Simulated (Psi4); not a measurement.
**C2H3BF (SMILES [H]/[C]=C\BF): UTPSS/aug-cc-pVDZ**

What is the vertical ionisation energy of C2H3BF at UTPSS/aug-cc-pVDZ? 

The results are computed with Psi4 1.11.

2 further runs of the same task are left out: 2 set aside as unsound or not needed.

### 1 The system as given

C2H3BF: 7 atoms, total charge 0, spin state doublet. As SMILES, `[H]/[C]=C\BF`. Geometry: relaxed at GFN2-xTB.

Bond lengths: C1–C2 1.304 Å, C2–B3 1.562 Å, B3–F4 1.315 Å, C1–H5 1.069 Å, C2–H6 1.086 Å, B3–H7 1.173 Å. Angles: C1–C2–B3 124.4°, C2–B3–F4 119.5°, C1–C2–H6 119.3°, B3–C2–H6 116.4°, C2–C1–H5 134.9°, C2–B3–H7 123.4°, F4–B3–H7 117.1°.

### 2 A single-point energy at UTPSS/aug-cc-pVDZ

Input file input.json:

```json
{
 "schema_name": "qcschema_input",
 "schema_version": 1,
 "molecule": {
  "schema_name": "qcschema_molecule",
  "schema_version": 2,
  "symbols": ["C", "C", "B", "F", "H", "H", "H"],
  "geometry": [-2.00059636, 2.05570077, -0.32183926, -0.04178184, 1.04938381, 0.78332927, 1.19676355, -1.50511017, -0.02158067, 0.23328669, -2.78944363, -1.91826099, -3.18751444, 1.53602609, -1.87218947, 0.82259778, 2.02034399, 2.37064253, 2.97724461, -2.36688197, 0.97987969],
  "molecular_charge": 0,
  "molecular_multiplicity": 2,
  "fix_symmetry": "c1",
  "fix_com": true,
  "fix_orientation": true
 },
 "driver": "energy",
 "model": {
  "method": "tpss",
  "basis": "aug-cc-pVDZ"
 },
 "keywords": {
  "reference": "uks",
  "puream": true,
  "e_convergence": 1e-09,
  "d_convergence": 1e-08,
  "scf_type": "pk",
  "dft_radial_points": 99,
  "dft_spherical_points": 590,
  "maxiter": 200,
  "scf_properties": ["MAYER_INDICES", "MULLIKEN_CHARGES", "DIPOLE"]
 }
}
```

On the command line:

```console
$ psi4 --qcschema input.json -n 1 --memory 1600MB
```

stdout:

```text
[...]
                   'protocols': {'error_correction': {'default_policy': True, 'policies': None},
                                 'native_files': 'none',
[...]
  Running in c1 symmetry.
[...]
  Nuclear repulsion =   91.471309088327374
[...]
  Multiplicity = 2
[...]
  Nalpha       = 15
  Nbeta        = 14
[...]
    Number of basis functions: 119
[...]
   @UKS iter   1:  -202.36255031759936   -4.08723e-01   6.58838e-03 DIIS/ADIIS
[...]
   @UKS iter  14:  -202.70753001977357   -1.39266e-12   9.95240e-09 DIIS
[...]
   @S^2 Observed:                7.628451332E-01
[...]
    Orbital Energies [Eh]
    ---------------------
    Alpha Occupied:
       1A    -24.449000     2A    -10.045245     3A    -10.001427
       4A     -6.658141     5A     -1.152235     6A     -0.731398
       7A     -0.553522     8A     -0.506641     9A     -0.435872
      10A     -0.431729    11A     -0.412824    12A     -0.383448
      13A     -0.314533    14A     -0.280667    15A     -0.209987
    Alpha Virtual:
      16A     -0.101333    17A     -0.006760    18A      0.004941
      19A      0.011054    20A      0.019081    21A      0.035122
      22A      0.045280    23A      0.049413    24A      0.059258
      25A      0.077486    26A      0.082703    27A      0.097816
[...]
  @UKS Final Energy:  -202.70753001977357
   => Energetics <=
    Nuclear Repulsion Energy =             91.4713090883273736
    One-Electron Energy =                -457.3532936968307467
    Two-Electron Energy =                 189.6820588027552503
    DFT Exchange-Correlation Energy =     -26.5076042140254344
    Empirical Dispersion Energy =           0.0000000000000000
    VV10 Nonlocal Energy =                  0.0000000000000000
    Total Energy =                       -202.7075300197735714
[...]
 Multipole Moments:
 ------------------------------------------------------------------------------------
     Multipole            Electronic (a.u.)      Nuclear  (a.u.)        Total (a.u.)
 ------------------------------------------------------------------------------------
 L = 1.  Multiply by 2.5417464519 to convert [e a0] to [Debye]
 Dipole X            :          3.5600478           -3.5585433            0.0015045
 Dipole Y            :         12.9581153          -12.8105479            0.1475674
 Dipole Z            :         13.2390737          -13.1249794            0.1140942
 Magnitude           :                                                    0.1865366
[...]
  Mulliken Charges: (a.u.)
   Center  Symbol    Alpha    Beta     Spin     Total
       1     C     3.49341  2.42441  1.06900  0.08219
       2     C     2.56215  2.80292 -0.24076  0.63493
       3     B     2.52574  2.44533  0.08041  0.02894
       4     F     4.68133  4.68268 -0.00135 -0.36401
       5     H     0.75856  0.73238  0.02618 -0.49095
       6     H     0.72275  0.66802  0.05473 -0.39077
       7     H     0.25606  0.24426  0.01180  0.49968
   Total alpha = 15.00000, Total beta = 14.00000, Total charge = -0.00000
  Mayer Bond Indices:
[...]
```

The result, in JSON:

```text
{
 "driver": "energy",
 "model": {
  "method": "tpss",
  "basis": "aug-cc-pVDZ"
 },
 "success": true,
 "return_result": -202.70753001977357,
 "properties": {
  "calcinfo_nbasis": 119,
  "calcinfo_nmo": 119,
  "calcinfo_nalpha": 15,
  "calcinfo_nbeta": 14,
  "calcinfo_natom": 7,
  "nuclear_repulsion_energy": 91.47130908832737,
  "return_energy": -202.70753001977357,
  "scf_one_electron_energy": -457.35329369683075,
  "scf_two_electron_energy": 189.68205880275525,
  "scf_xc_energy": -26.507604214025434,
  "scf_dipole_moment": [0.0015044955120457892, 0.14756737693339161, 0.11409424265719892],
  "scf_total_energy": -202.70753001977357,
  "scf_iterations": 14
 }
}
```

Wall time 2.3 min (1 thread of Intel Xeon Platinum 8375C at 2.90GHz (Ice Lake), shared host); peak memory 0.74 GiB.

### 3 The singlet cation: energy and gradient at TPSS/aug-cc-pVDZ

Input file job.dat:

```
memory 1.6 GB

molecule {
  1 1
  C
  C 1 r2
  B 2 r3 1 a3
  F 3 r4 2 a4 1 d4
  H 1 r5 2 a5 3 d5
  H 2 r6 1 a6 5 d6
  H 3 r7 4 a7 2 d7

  r2 = 1.303864
  r3 = 1.561505
  a3 = 124.39497
  r4 = 1.315002
  a4 = 119.53004
  d4 = -0.69262
  r5 = 1.069203
  a5 = 134.92081
  d5 = 0.11765
  r6 = 1.085714
  a6 = 119.25256
  d6 = 179.92473
  r7 = 1.173257
  a7 = 117.0795
  d7 = -179.83906
  symmetry c1
  no_reorient
  no_com
}

set globals {
  basis aug-cc-pVDZ
  reference rks
  puream true
  e_convergence 1e-09
  d_convergence 1e-08
  scf_type pk
  dft_radial_points 99
  dft_spherical_points 590
}

energy_value, wavefunction = gradient('tpss', return_wfn=True)
oeprop(wavefunction, 'QUADRUPOLE', 'MULLIKEN_CHARGES', 'DIPOLE', title='TPSS')
print_variables()
```

On the command line:

```console
$ psi4 job.dat job.out -n 1
```

job.out (excerpt; [...] marks lines left out):

```text
[...]
  Running in c1 symmetry.
[...]
  Nuclear repulsion =   91.471298101819457
[...]
  Multiplicity = 1
[...]
  Nalpha       = 14
  Nbeta        = 14
[...]
    Number of basis functions: 119
[...]
   @RKS iter   1:  -202.09489720219270   -1.41070e-01   6.09274e-03 DIIS/ADIIS
[...]
   @RKS iter  13:  -202.36944328044061   -6.30962e-12   3.50105e-09 DIIS
[...]
  @RKS Final Energy:  -202.36944328044061
   => Energetics <=
    Nuclear Repulsion Energy =             91.4712981018194569
    One-Electron Energy =                -449.7777117256428596
    Two-Electron Energy =                 182.0737708556538053
    DFT Exchange-Correlation Energy =     -26.1368005122710159
    Empirical Dispersion Energy =           0.0000000000000000
    VV10 Nonlocal Energy =                  0.0000000000000000
    Total Energy =                       -202.3694432804406063
[...]
  -Total Gradient:
     Atom            X                  Y                   Z
    ------   -----------------  -----------------  -----------------
       1        0.000166678022     0.053707667336    -0.080074289688
       2       -0.000133909556    -0.073374936818     0.065520239314
       3        0.000077707782     0.051464770909    -0.002486899446
       4        0.000148603919    -0.000262839312     0.003951192475
       5       -0.000053555894    -0.009454098575     0.042778556230
       6       -0.000020414722    -0.008887258395    -0.016134855245
       7       -0.000178353545    -0.013159628461    -0.013540278348
[...]
 Multipole Moments:
 ------------------------------------------------------------------------------------
     Multipole            Electronic (a.u.)      Nuclear  (a.u.)        Total (a.u.)
 ------------------------------------------------------------------------------------
[...]
  Mulliken Charges: (a.u.)
   Center  Symbol    Alpha    Beta     Spin     Total
       1     C     2.83516  2.83516  0.00000  0.32969
       2     C     2.63314  2.63314  0.00000  0.73372
       3     B     2.39751  2.39751  0.00000  0.20499
       4     F     4.62044  4.62044  0.00000 -0.24088
       5     H     0.68458  0.68458  0.00000 -0.36916
       6     H     0.62221  0.62221  0.00000 -0.24442
       7     H     0.20697  0.20697  0.00000  0.58606
   Total alpha = 14.00000, Total beta = 14.00000, Total charge =  1.00000
  Variable Map:
[...]
```

Run time: 1.9 min. Hardware: 1 thread of Intel Xeon Platinum 8375C at 2.90GHz (Ice Lake), shared host; peak memory 0.74 GiB.

### 4 Results

At UTPSS/aug-cc-pVDZ:

```
                                          quantity          value
                      doublet C2H3BF: total energy  -202.70753 Eh
                     doublet C2H3BF: dipole moment         0.47 D
doublet C2H3BF: HOMO energy (highest over α and β)       -5.71 eV
 doublet C2H3BF: LUMO energy (lowest over α and β)       -3.10 eV
                              doublet C2H3BF: ⟨S²⟩          0.763
                      singlet cation: total energy  -202.36944 Eh
                       singlet cation: HOMO energy      -14.91 eV
                       singlet cation: LUMO energy      -12.44 eV
                     singlet cation: HOMO–LUMO gap        2.47 eV
          singlet cation: largest force on an atom     5.058 eV/Å
vertical ionisation energy (to the singlet cation)       9.200 eV
```

In words: The vertical ionisation energy comes to 9.20 eV (888 kJ/mol). Only the singlet of the ionised species was computed; a triplet could lie lower.
